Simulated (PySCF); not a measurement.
# N: excitation energy in aug-cc-pCVQZ-DK

Each state of nitrogen is computed at each level; their differences give the excitation energy. How far do the methods differ?

Method: unrestricted determinants in a Gaussian basis, no spin-orbit coupling in the energies. Code: PySCF 2.14.0.

**1. What is computed**

- Element: nitrogen (Z = 7)
- Basis: aug-cc-pCVQZ-DK
- Hamiltonian: the spin-free X2C one-electron Hamiltonian (Gaussian nucleus)
- State 1: N: [He] 2s1 2p4, high-spin 4P determinant (an excited configuration)
- Needed too, but not shown: N [He] 2s2 2p3 (4S)
- Methods: UHF, LDA, PBE, PBE0, r2SCAN, wB97X, MN15, TPSSh, MP2
- Core shells frozen in the correlated runs: valence: 1s2; valence and next inner shell: nothing (for N)

Outer shells as boxes (Hund's rule):

N [He] 2s1 2p4
```
[He] core
2s [↑ ]
2p [↑↓][↑ ][↑ ]
```

One driver process ran all states and methods and kept the integrals in memory. Each run is shown as a PySCF script that sums up its settings (the driver passes frozen orbitals as a list and adds second-order terms of double hybrids); the logs are those of the runs themselves. The driver starts from symmetry-adapted Hartree-Fock orbitals, holds the occupation by maximum overlap and uses a logarithmic radial grid for functionals, so a plain start would take other cycles.

The integrals over 109 functions and the set-up took 0.53 s of CPU time.

**2. N [He] 2s1 2p4: the ladder of methods**

#### UHF

The input, input.py:

```python
from pyscf import gto, scf, dft, mp, cc
import basis_set_exchange as bse
mol = gto.M(atom="N 0 0 0", charge=0, spin=3, symmetry="D2h",
            basis=gto.basis.parse(bse.get_basis("aug-cc-pCVQZ-DK", elements=["N"], fmt="nwchem")),
            nucmod="G")
mf = scf.UHF(mol).sfx2c1e()
mf.irrep_nelec = {'Ag': (2, 1), 'B1u': (1, 0), 'B2u': (1, 1), 'B3u': (1, 0)}
mf.kernel()
```

The log of the run:

```text
damping factor = 0
level_shift factor = 0
DIIS = <class 'pyscf.scf.diis.CDIIS'>
diis_start_cycle = 1
diis_space = 10
diis_damp = 0
SCF conv_tol = 1e-09
SCF conv_tol_grad = None
number electrons alpha = 5  beta = 2
cycle= 1 E= -54.0325207253597  delta_E= -0.00194  |g|= 0.0144  |ddm|= 0.0264
cycle= 2 E= -54.0326094797455  delta_E= -8.88e-05  |g|= 0.00356  |ddm|= 0.00693
cycle= 3 E= -54.0326184944406  delta_E= -9.01e-06  |g|= 0.000742  |ddm|= 0.00404
cycle= 4 E= -54.0326197768293  delta_E= -1.28e-06  |g|= 0.000447  |ddm|= 0.00244
cycle= 5 E= -54.0326203694358  delta_E= -5.93e-07  |g|= 0.000102  |ddm|= 0.00274
cycle= 6 E= -54.0326203919823  delta_E= -2.25e-08  |g|= 9.71e-06  |ddm|= 0.000653
cycle= 7 E= -54.032620392112  delta_E= -1.3e-10  |g|= 1.35e-06  |ddm|= 3.06e-05
converged SCF energy = -54.032620392112  <S^2> = 3.807893  2S+1 = 4.0288425
```

CPU time 6.2 s on a shared host, the integrals not counted.

The occupied shells:

```csv
shell,electrons,mean orbital energy (eV),spread (eV),rms radius (bohr)
1s α,1,-428.70,0,0.265
1s β,1,-424.90,0,0.265
2s α,1,-33.277,0,1.39
2p α,3,-16.961,1.927,1.70
2p β,1,-8.200,0,1.70
```

⟨S²⟩ = 3.808, ⟨L²⟩ = 2.01.

Spin-orbit constants on these orbitals (cm⁻¹; bare nucleus, screened nucleus, mean field): 2p 133.7, 95.47, 80.15. To first order in LS coupling the lowest level has J = 5/2 and lies 0.00497 eV below the centre of the term.

#### LDA

input.py differs from the last one in:

```diff
@@ -5,3 +5,3 @@
             nucmod="G")
-mf = scf.UHF(mol).sfx2c1e()
+mf = dft.UKS(mol, xc="LDA,VWN").sfx2c1e()
 mf.irrep_nelec = {'Ag': (2, 1), 'B1u': (1, 0), 'B2u': (1, 1), 'B3u': (1, 0)}
```

The log of the run:

```text
damping factor = 0
level_shift factor = 0
DIIS = <class 'pyscf.scf.diis.CDIIS'>
diis_start_cycle = 1
diis_space = 10
diis_damp = 0
SCF conv_tol = 1e-09
SCF conv_tol_grad = None
number electrons alpha = 5  beta = 2
XC functionals = LDA,VWN
    P. A. M. Dirac.,  Math. Proc. Cambridge Philos. Soc. 26, 376 (1930)
    F. Bloch.,  Z. Phys. 57, 545 (1929)
    S. H. Vosko, L. Wilk, and M. Nusair.,  Can. J. Phys. 58, 1200 (1980)
cycle= 1 E= -53.7759525734568  delta_E= -0.0133  |g|= 0.0249  |ddm|= 0.596
cycle= 2 E= -53.7761676512315  delta_E= -0.000215  |g|= 0.00312  |ddm|= 0.0503
cycle= 3 E= -53.7761756931953  delta_E= -8.04e-06  |g|= 0.00165  |ddm|= 0.0105
cycle= 4 E= -53.7761765508908  delta_E= -8.58e-07  |g|= 0.00107  |ddm|= 0.00505
cycle= 5 E= -53.7761771234095  delta_E= -5.73e-07  |g|= 1.19e-05  |ddm|= 0.0021
cycle= 6 E= -53.7761771234877  delta_E= -7.82e-11  |g|= 1.59e-06  |ddm|= 2.53e-05
converged SCF energy = -53.7761771234877  <S^2> = 3.7651192  2S+1 = 4.0075525
```

It used 0.56 s of CPU time after the integrals (shared host).

#### PBE

input.py differs from the last one in:

```diff
@@ -5,3 +5,3 @@
             nucmod="G")
-mf = dft.UKS(mol, xc="LDA,VWN").sfx2c1e()
+mf = dft.UKS(mol, xc="PBE").sfx2c1e()
 mf.irrep_nelec = {'Ag': (2, 1), 'B1u': (1, 0), 'B2u': (1, 1), 'B3u': (1, 0)}
```

The log of the run:

```text
damping factor = 0
level_shift factor = 0
DIIS = <class 'pyscf.scf.diis.CDIIS'>
diis_start_cycle = 1
diis_space = 10
diis_damp = 0
SCF conv_tol = 1e-09
SCF conv_tol_grad = None
number electrons alpha = 5  beta = 2
XC functionals = PBE
    J. P. Perdew, K. Burke, and M. Ernzerhof.,  Phys. Rev. Lett. 77, 3865 (1996)
    J. P. Perdew, K. Burke, and M. Ernzerhof.,  Phys. Rev. Lett. 78, 1396 (1997)
    J. P. Perdew, K. Burke, and M. Ernzerhof.,  Phys. Rev. Lett. 77, 3865 (1996)
    J. P. Perdew, K. Burke, and M. Ernzerhof.,  Phys. Rev. Lett. 78, 1396 (1997)
cycle= 1 E= -54.1826050423807  delta_E= -0.0109  |g|= 0.0239  |ddm|= 0.323
cycle= 2 E= -54.182839704252  delta_E= -0.000235  |g|= 0.0164  |ddm|= 0.0744
cycle= 3 E= -54.1829634290353  delta_E= -0.000124  |g|= 0.00572  |ddm|= 0.0394
cycle= 4 E= -54.1829803985408  delta_E= -1.7e-05  |g|= 0.000336  |ddm|= 0.0122
cycle= 5 E= -54.1829804707182  delta_E= -7.22e-08  |g|= 3.97e-05  |ddm|= 0.000739
cycle= 6 E= -54.1829804715492  delta_E= -8.31e-10  |g|= 2.33e-06  |ddm|= 8.07e-05
converged SCF energy = -54.1829804715492  <S^2> = 3.7610547  2S+1 = 4.0055235
```

CPU time 0.67 s on a shared host, the integrals not counted.

#### PBE0

input.py differs from the last one in:

```diff
@@ -5,3 +5,3 @@
             nucmod="G")
-mf = dft.UKS(mol, xc="PBE").sfx2c1e()
+mf = dft.UKS(mol, xc="PBE0").sfx2c1e()
 mf.irrep_nelec = {'Ag': (2, 1), 'B1u': (1, 0), 'B2u': (1, 1), 'B3u': (1, 0)}
```

The log of the run:

```text
damping factor = 0
level_shift factor = 0
DIIS = <class 'pyscf.scf.diis.CDIIS'>
diis_start_cycle = 1
diis_space = 10
diis_damp = 0
SCF conv_tol = 1e-09
SCF conv_tol_grad = None
number electrons alpha = 5  beta = 2
XC functionals = PBE0
    C. Adamo and V. Barone.,  J. Chem. Phys. 110, 6158 (1999)
    M. Ernzerhof and G. E. Scuseria.,  J. Chem. Phys. 110, 5029 (1999)
cycle= 1 E= -54.1840172870095  delta_E= -0.0071  |g|= 0.0246  |ddm|= 0.221
cycle= 2 E= -54.1845486503932  delta_E= -0.000531  |g|= 0.011  |ddm|= 0.0667
cycle= 3 E= -54.1846430580755  delta_E= -9.44e-05  |g|= 0.00576  |ddm|= 0.0306
cycle= 4 E= -54.1846700382957  delta_E= -2.7e-05  |g|= 0.000348  |ddm|= 0.017
cycle= 5 E= -54.1846702003129  delta_E= -1.62e-07  |g|= 2.47e-05  |ddm|= 0.0016
cycle= 6 E= -54.1846702007348  delta_E= -4.22e-10  |g|= 3.78e-06  |ddm|= 6.18e-05
converged SCF energy = -54.1846702007348  <S^2> = 3.7646043  2S+1 = 4.0072955
```

It used 1.5 s of CPU time after the integrals (shared host).

#### r2SCAN

input.py differs from the last one in:

```diff
@@ -5,3 +5,3 @@
             nucmod="G")
-mf = dft.UKS(mol, xc="PBE0").sfx2c1e()
+mf = dft.UKS(mol, xc="R2SCAN").sfx2c1e()
 mf.irrep_nelec = {'Ag': (2, 1), 'B1u': (1, 0), 'B2u': (1, 1), 'B3u': (1, 0)}
```

The log of the run:

```text
damping factor = 0
level_shift factor = 0
DIIS = <class 'pyscf.scf.diis.CDIIS'>
diis_start_cycle = 1
diis_space = 10
diis_damp = 0
SCF conv_tol = 1e-09
SCF conv_tol_grad = None
number electrons alpha = 5  beta = 2
XC functionals = R2SCAN
    J. W. Furness, A. D. Kaplan, J. Ning, J. P. Perdew, and J. Sun.,  J. Phys. Chem. Lett. 11, 8208-8215 (2020)
    J. W. Furness, A. D. Kaplan, J. Ning, J. P. Perdew, and J. Sun.,  J. Phys. Chem. Lett. 11, 9248-9248 (2020)
    J. W. Furness, A. D. Kaplan, J. Ning, J. P. Perdew, and J. Sun.,  J. Phys. Chem. Lett. 11, 8208-8215 (2020)
    J. W. Furness, A. D. Kaplan, J. Ning, J. P. Perdew, and J. Sun.,  J. Phys. Chem. Lett. 11, 9248-9248 (2020)
cycle= 1 E= -54.232669310968  delta_E= -0.00596  |g|= 0.024  |ddm|= 0.169
cycle= 2 E= -54.2330024925562  delta_E= -0.000333  |g|= 0.0138  |ddm|= 0.0666
cycle= 3 E= -54.2331070140891  delta_E= -0.000105  |g|= 0.00538  |ddm|= 0.0324
cycle= 4 E= -54.2331288962812  delta_E= -2.19e-05  |g|= 0.000442  |ddm|= 0.0149
cycle= 5 E= -54.233129153982  delta_E= -2.58e-07  |g|= 6.01e-05  |ddm|= 0.00212
cycle= 6 E= -54.2331291557498  delta_E= -1.77e-09  |g|= 4.98e-06  |ddm|= 0.000132
cycle= 7 E= -54.2331291557665  delta_E= -1.68e-11  |g|= 3.16e-07  |ddm|= 1.27e-05
converged SCF energy = -54.2331291557665  <S^2> = 3.7712051  2S+1 = 4.0105885
```

It used 2.1 s of CPU time after the integrals (shared host).

#### wB97X

input.py differs from the last one in:

```diff
@@ -5,3 +5,3 @@
             nucmod="G")
-mf = dft.UKS(mol, xc="R2SCAN").sfx2c1e()
+mf = dft.UKS(mol, xc="WB97X").sfx2c1e()
 mf.irrep_nelec = {'Ag': (2, 1), 'B1u': (1, 0), 'B2u': (1, 1), 'B3u': (1, 0)}
```

The log of the run:

```text
damping factor = 0
level_shift factor = 0
DIIS = <class 'pyscf.scf.diis.CDIIS'>
diis_start_cycle = 1
diis_space = 10
diis_damp = 0
SCF conv_tol = 1e-09
SCF conv_tol_grad = None
number electrons alpha = 5  beta = 2
XC functionals = WB97X
    J.-D. Chai and M. Head-Gordon.,  J. Chem. Phys. 128, 084106 (2008)
cycle= 1 E= -54.2161017701956  delta_E= -0.00622  |g|= 0.0268  |ddm|= 0.209
cycle= 2 E= -54.2169226117918  delta_E= -0.000821  |g|= 0.0111  |ddm|= 0.063
cycle= 3 E= -54.2171357761912  delta_E= -0.000213  |g|= 0.00558  |ddm|= 0.0356
cycle= 4 E= -54.2171823821205  delta_E= -4.66e-05  |g|= 0.000775  |ddm|= 0.021
cycle= 5 E= -54.2171838722297  delta_E= -1.49e-06  |g|= 0.000102  |ddm|= 0.00439
cycle= 6 E= -54.2171838842248  delta_E= -1.2e-08  |g|= 1.06e-05  |ddm|= 0.000384
cycle= 7 E= -54.2171838844916  delta_E= -2.67e-10  |g|= 2.32e-06  |ddm|= 5.1e-05
converged SCF energy = -54.2171838844916  <S^2> = 3.7654252  2S+1 = 4.0077052
```

CPU time 3.1 s on a shared host, the integrals not counted.

#### MN15

input.py differs from the last one in:

```diff
@@ -5,3 +5,3 @@
             nucmod="G")
-mf = dft.UKS(mol, xc="WB97X").sfx2c1e()
+mf = dft.UKS(mol, xc="MN15").sfx2c1e()
 mf.irrep_nelec = {'Ag': (2, 1), 'B1u': (1, 0), 'B2u': (1, 1), 'B3u': (1, 0)}
```

The log of the run:

```text
damping factor = 0
level_shift factor = 0
DIIS = <class 'pyscf.scf.diis.CDIIS'>
diis_start_cycle = 1
diis_space = 10
diis_damp = 0
SCF conv_tol = 1e-09
SCF conv_tol_grad = None
number electrons alpha = 5  beta = 2
XC functionals = MN15
    H. S. Yu, X. He, S. L. Li, and D. G. Truhlar.,  Chem. Sci. 7, 5032-5051 (2016)
    H. S. Yu, X. He, S. L. Li, and D. G. Truhlar.,  Chem. Sci. 7, 5032-5051 (2016)
cycle= 1 E= -54.2416589320072  delta_E= -0.0522  |g|= 1.38  |ddm|= 2.34
cycle= 2 E= -54.2450345681366  delta_E= -0.00338  |g|= 0.307  |ddm|= 0.824
cycle= 3 E= -54.2454141971555  delta_E= -0.00038  |g|= 0.0107  |ddm|= 0.16
cycle= 4 E= -54.2454675964666  delta_E= -5.34e-05  |g|= 0.00295  |ddm|= 0.0231
cycle= 5 E= -54.2454824663859  delta_E= -1.49e-05  |g|= 0.00068  |ddm|= 0.0135
cycle= 6 E= -54.2454829733476  delta_E= -5.07e-07  |g|= 7.74e-05  |ddm|= 0.00263
cycle= 7 E= -54.2454829801093  delta_E= -6.76e-09  |g|= 1.16e-05  |ddm|= 0.000289
cycle= 8 E= -54.2454829801493  delta_E= -4e-11  |g|= 1.04e-06  |ddm|= 2.33e-05
converged SCF energy = -54.2454829801493  <S^2> = 3.7583247  2S+1 = 4.0041602
```

It used 3.5 s of CPU time after the integrals (shared host).

#### TPSSh

input.py differs from the last one in:

```diff
@@ -5,3 +5,3 @@
             nucmod="G")
-mf = dft.UKS(mol, xc="MN15").sfx2c1e()
+mf = dft.UKS(mol, xc="TPSSH").sfx2c1e()
 mf.irrep_nelec = {'Ag': (2, 1), 'B1u': (1, 0), 'B2u': (1, 1), 'B3u': (1, 0)}
```

The log of the run:

```text
damping factor = 0
level_shift factor = 0
DIIS = <class 'pyscf.scf.diis.CDIIS'>
diis_start_cycle = 1
diis_space = 10
diis_damp = 0
SCF conv_tol = 1e-09
SCF conv_tol_grad = None
number electrons alpha = 5  beta = 2
XC functionals = TPSSH
    V. N. Staroverov, G. E. Scuseria, J. Tao, and J. P. Perdew.,  J. Chem. Phys. 119, 12129 (2003)
cycle= 1 E= -54.2478967523725  delta_E= -0.00729  |g|= 0.0272  |ddm|= 0.238
cycle= 2 E= -54.2483623236861  delta_E= -0.000466  |g|= 0.0145  |ddm|= 0.0763
cycle= 3 E= -54.2484784484858  delta_E= -0.000116  |g|= 0.006  |ddm|= 0.0362
cycle= 4 E= -54.2485023295561  delta_E= -2.39e-05  |g|= 0.000406  |ddm|= 0.0162
cycle= 5 E= -54.2485024435423  delta_E= -1.14e-07  |g|= 4.92e-05  |ddm|= 0.00112
cycle= 6 E= -54.2485024447458  delta_E= -1.2e-09  |g|= 2.25e-06  |ddm|= 0.00011
cycle= 7 E= -54.2485024447488  delta_E= -3.01e-12  |g|= 1.15e-07  |ddm|= 5.33e-06
converged SCF energy = -54.2485024447488  <S^2> = 3.7622646  2S+1 = 4.0061276
```

It used 3.1 s of CPU time after the integrals (shared host).

#### MP2 (valence)

input.py differs from the last one in:

```diff
@@ -5,4 +5,5 @@
             nucmod="G")
-mf = dft.UKS(mol, xc="TPSSH").sfx2c1e()
+mf = scf.UHF(mol).sfx2c1e()
 mf.irrep_nelec = {'Ag': (2, 1), 'B1u': (1, 0), 'B2u': (1, 1), 'B3u': (1, 0)}
 mf.kernel()
+mp.UMP2(mf, frozen=1).kernel()
```

No log was kept for this step.

CPU time 0.74 s on a shared host, the integrals not counted.

With 5 electrons correlated, the MP2 correlation energy is -0.09940 hartree (-0.03119 same spin, -0.06821 opposite spin); the SCS form gives -0.09225. Largest pairs of shells: 2p-2p -0.0824, 2s-2p -0.0170, 2s-2s 0.0000.

**3. N [He] 2s1 2p4, continued**

#### MP2 (valence and next inner shell)

input.py: that of step 2 with these lines changed.

```diff
@@ -8,2 +8,2 @@
 mf.kernel()
-mp.UMP2(mf, frozen=1).kernel()
+mp.UMP2(mf, frozen=0).kernel()
```

The driver printed no log here.

CPU time 0.86 s on a shared host, the integrals not counted.

With 7 electrons correlated, the MP2 correlation energy is -0.15455 hartree (-0.03712 same spin, -0.11743 opposite spin); the SCS form gives -0.15329. Largest pairs of shells: 2p-2p -0.0824, 1s-1s -0.0397, 2s-2p -0.0170, 1s-2p -0.0127, 1s-2s -0.0027.

Radial density 4πr²ρ of N at UHF:

```csv
r (bohr),density,spin density
0.00356,0.0322,0.001
0.00599,0.0864,0.002
0.0101,0.228,0.006
0.0169,0.582,0.015
0.0285,1.39,0.036
0.0479,3.00,0.078
0.0806,5.40,0.137
0.136,7.24,0.180
0.228,6.08,0.205
0.383,3.02,0.575
0.645,2.68,1.745
1.08,3.28,2.318
1.82,1.66,0.962
3.07,0.283,0.035
5.16,0.0165,-0.010
8.68,0.000351,0.000
```

**4. The energy differences**

Excitation energy: N [He] 2s2 2p3 (4S) → N [He] 2s1 2p4 (4P).

```csv
method,value (eV),error (eV)
UHF,10.898,-0.029
LDA,10.581,-0.346
PBE,10.400,-0.527
PBE0,10.643,-0.284
r2SCAN,10.329,-0.598
wB97X,11.070,+0.143
MN15,10.372,-0.555
TPSSh,10.699,-0.228
MP2 (valence),11.068,+0.141
SCS-MP2 (valence),11.090,+0.163
MP2 (valence and next inner shell),11.050,+0.123
SCS-MP2 (valence and next inner shell),11.082,+0.155
```

Reference: 10.927 eV (measured; NIST levels, between the centres of gravity of the two terms). Errors of the correlated levels include the incompleteness of this basis.

The differences also use runs on N [He] 2s2 2p3 (4S), which are not shown here.

**5. Results**

| quantity | value |
| --- | --- |
| excitation energy, N → [He] 2s1 2p4 | UHF 10.898, MP2 (valence and next inner shell) 11.050 eV; reference 10.927 |

Each level's miss (mean over 1 difference):

```csv
method,mean absolute miss against the measured value (with the measured fine structure taken into account where it is known) (eV)
UHF,0.029
LDA,0.346
PBE,0.527
PBE0,0.284
r2SCAN,0.598
wB97X,0.143
MN15,0.555
TPSSh,0.228
MP2 (valence),0.141
SCS-MP2 (valence),0.163
MP2 (valence and next inner shell),0.123
SCS-MP2 (valence and next inner shell),0.155
```

**Reading.** UHF lands nearest to the measured value (off by 0.03 eV); r2SCAN misses by most (0.60 eV). In a finite basis a lower level can come nearest by cancelling errors. PBE is off by -0.53 eV. The basis is finite, and no extrapolation was made.
